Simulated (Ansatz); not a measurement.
**Ga: one contact scaled**

The task here is to estimate one member of a computed series from the others.

Method: DFT PBEsol, with the methods named in each step, in Ansatz 0.2.0.

**The system as given**

The structure is hexagonal, space group P6_3/mmc (No. 194). Conventional cell: a = 3.003 Å, b = 3.003 Å, c = 4.865 Å, α = 90.00°, β = 90.00°, γ = 120.00°. Around Ga (site symmetry -6m2) lie 12 Ga at 2.99 to 3.00 Å.

Coordinates:

```cif
data_structure
_symmetry_space_group_name_H-M 'P 1'
_symmetry_Int_Tables_number 1
_cell_length_a 3.0032
_cell_length_b 3.0032
_cell_length_c 4.8651
_cell_angle_alpha 90.000
_cell_angle_beta 90.000
_cell_angle_gamma 120.000
_cell_volume 38.00
loop_
_atom_site_label
_atom_site_type_symbol
_atom_site_fract_x
_atom_site_fract_y
_atom_site_fract_z
_atom_site_occupancy
Ga1 Ga 0.33333 0.66667 0.25000 1
Ga2 Ga 0.66667 0.33333 0.75000 1
```

Atoms are numbered in the order of the input: Ga1, Ga2.

The first run:

Contents of input.yaml:

```yaml
crystal:
  lattice:
    - [3.00316585, 0.0, 0.0]
    - [-1.501582925, 2.6008179178, 0.0]
    - [0.0, 0.0, 4.8651286769]
  atoms:
    - { symbol: Ga, position: [0.3333333333, 0.6666666667, 0.25] }
    - { symbol: Ga, position: [0.6666666667, 0.3333333333, 0.75] }
kpoints:
  mp_grid: { grid: [11, 11, 6] }
scf:
  occupations: { method: fermi_dirac, width: 0.05 }
hamiltonian:
  xc: pbesol
  pseudopotentials: { kind: paw }
output:
  forces: true
  stress: true
  eigenvalues: true
  populations: true
  write_density: true
  write_potential: true
  elf: true
  volumetric_format: npy
```

Launch:

```console
$ ansatz run input.yaml --threads 1 --pin off --max-ram 2048MiB --backend cpu --events-out ev --progress --plain --runs-dir out
```

Among the steps run: Shortest bond scaled by 1, PAW; Shortest bond scaled by 0.88, PAW; Shortest bond scaled by 0.7, PAW; Shortest bond scaled by 0.64, PAW; Shortest bond scaled by 0.58, PAW; Shortest bond scaled by 0.58, PAW (source ansatz).

One of the session's tables, all rows but one given; the rest of the session is left out.

| method | length (Å) | F from the given length (eV/cell) | force along the bond (eV/Å) | pressure (GPa) | largest force (eV/Å) |
| --- | --- | --- | --- | --- | --- |
| PAW | 1.733 | 5.427 | 19.936 | 52.08 | 19.962 |
| PAW | 1.912 | 2.815 | 10.383 | 28.84 | 10.446 |
| PAW | 2.091 | 1.435 | 5.555 | 14.99 | 5.667 |
| PAW | 2.629 | ? | ? | ? | ? |
| PAW | 2.987 | 0.000 | 0.000 | -3.23 | 0.000 |
| PAW (source ansatz) | 1.733 | – | 20.043 | 52.40 | 20.070 |

**Question.** Estimate the row for PAW, 2.629.

As computed: F from the given length (eV/cell): 0.112; force along the bond (eV/Å): 0.767; pressure (GPa): -1.40; largest force (eV/Å): 0.860.
